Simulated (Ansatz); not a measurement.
This script drives the Python package of Ansatz (0.2.0).

The script, `relaxed_scan_ch4asn.py`:
```python
"""Relaxed scan of one distance in CH4AsN."""

import ansatz as az
from ase import Atoms
import numpy as np


def main() -> None:
    atoms = Atoms(["C", "N", "As", "H", "H", "H", "H"], positions=[
        [-0.5317, -0.0991, -0.4796],
        [-0.4912, 0.1912, 0.9084],
        [0.6902, -1.2281, 0.3002],
        [-1.466, -0.5298, -0.7646],
        [-0.1612, 0.7562, -1.1379],
        [0.0999, 1.0617, 1.0594],
        [1.9212, -0.2202, 0.0684],
    ])
    system = az.Crystal.molecule_from_ase(atoms)

    setup = (
        system.calculation()
        .basis(gaussian="def2-SVP")
        .functional("pbe", dispersion="d4")
        .accuracy("medium")
    )
    symbols = [site.symbol for site in system.cartesian_sites]
    pairs = [(0, 1), (0, 2), (0, 3), (0, 4), (1, 2), (1, 5)]
    print("held (A)   E (eV)        ", "  ".join(f"{symbols[i]}{i}-{symbols[j]}{j}" for i, j in pairs))
    for length in [1.79, 1.94, 2.1, 2.33, 2.62]:
        summary = setup.relax(constraints=[az.DistanceConstraint((1, 2), at=length)], force_tolerance=0.02, max_steps=60).run(threads=1, backend="cpu").report
        xyz = np.array(summary["positions_ang"])
        print(f"{length:6.2f} {summary['free_energy_ev']:14.5f}  ", "  ".join(f"{np.linalg.norm(xyz[i] - xyz[j]):.3f}" for i, j in pairs))


if __name__ == "__main__":
    main()
```

It is started by `python relaxed_scan_ch4asn.py`. Estimate its wall time and peak memory on 1 thread of Arm Neoverse V1 (shared host).

It took about 100 s, with a peak of 0.2 GiB, for 5 runs of the engine.

Output of `python relaxed_scan_ch4asn.py`:
```text
held (A)   E (eV)         C0-N1  C0-As2  C0-H3  C0-H4  N1-As2  N1-H5
DeckWarning: relax.constraints: the input's atoms, or those drawn, lie off the distances that are held; a relaxation that starts there is brought onto them ahead of its first SCF, by positions alone, [...]
  1.79   -63410.37186   1.434  1.980  1.104  1.107  1.790  1.026
  1.94   -63410.58266   1.435  1.995  1.105  1.107  1.940  1.030
  2.10   -63410.49730   1.433  2.017  1.106  1.108  2.100  1.034
  2.33   -63410.10621   1.427  2.058  1.107  1.109  2.330  1.039
  2.62   -63409.44816   1.418  2.138  1.107  1.110  2.620  1.041
```
(Warnings from the package without file and line, shortened, repeats left out.)

The settings weren't tested for convergence. The energies are electronic: no zero-point or thermal terms, and the basis set is short of its limit.
